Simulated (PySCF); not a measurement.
# C₅H₈O₂: spin-spin couplings

What spin-spin couplings should C₅H₈O₂ (`CC[C@H]1OCC1=O`) show?

The runs use PySCF 2.14.0, with density-fitted response routines of our own; the level of theory stands in each step. All values are computed, except where a source is named. Atoms count from 0, in the outputs and in this text.

### 1 Starting geometry

15 atoms, charge 0, multiplicity 1; geometry from: GFN2-xTB.

Bonds of the start (Å): C0–C1 1.52, C1–C2 1.53, C2–O3 1.44, O3–C4 1.43, C4–C5 1.51, C5–O6 1.19, C5–C2 1.51, C0–H7 1.09, C0–H8 1.09, C0–H9 1.09, C1–H10 1.09, C1–H11 1.09, C2–H12 1.10, C4–H13 1.09, C4–H14 1.09.

### 2 Spin-spin couplings: B3LYP/pcJ-1

The job: settings as JSON, then the geometry in Å.

```
{"job": {"kind": "j", "xc": "B3LYP", "basis": "pcJ-1"}, "charge": 0, "multiplicity": 1}
C     -1.964149     0.420073     0.214490
C     -1.013193    -0.042866    -0.881162
C      0.246569    -0.662071    -0.281403
O      1.239860    -1.044882    -1.250521
C      2.219988    -0.147024    -0.723264
C      1.235465     0.310978     0.326862
O      1.232089     1.108282     1.215077
H     -2.283247    -0.420312     0.827062
H     -2.845159     0.879394    -0.225938
H     -1.475573     1.148996     0.856444
H     -1.489634    -0.790138    -1.518026
H     -0.724915     0.801195    -1.511234
H     -0.014095    -1.502898     0.372316
H      2.528043     0.615254    -1.444476
H      3.103537    -0.665993    -0.341416
```

Level: B3LYP/pcJ-1 indirect spin-spin coupling, non-relativistic, gas phase.

What will the session give for the following? largest coupling of the table (B3LYP/pcJ-1). Wanted: largest coupling of the table.

The runs gave:

```
                                   quantity                     value
largest coupling of the table (B3LYP/pcJ-1)  ¹J(C,H) C2–H12, 155.0 Hz
```

In words: In the run at B3LYP/pcJ-1, the largest coupling of the table is C2–H12, 155.0 Hz, of which the Fermi-contact term gives 154.2 Hz. Couplings across rotatable bonds belong to this one conformer; where others are populated, the observed values are averages.
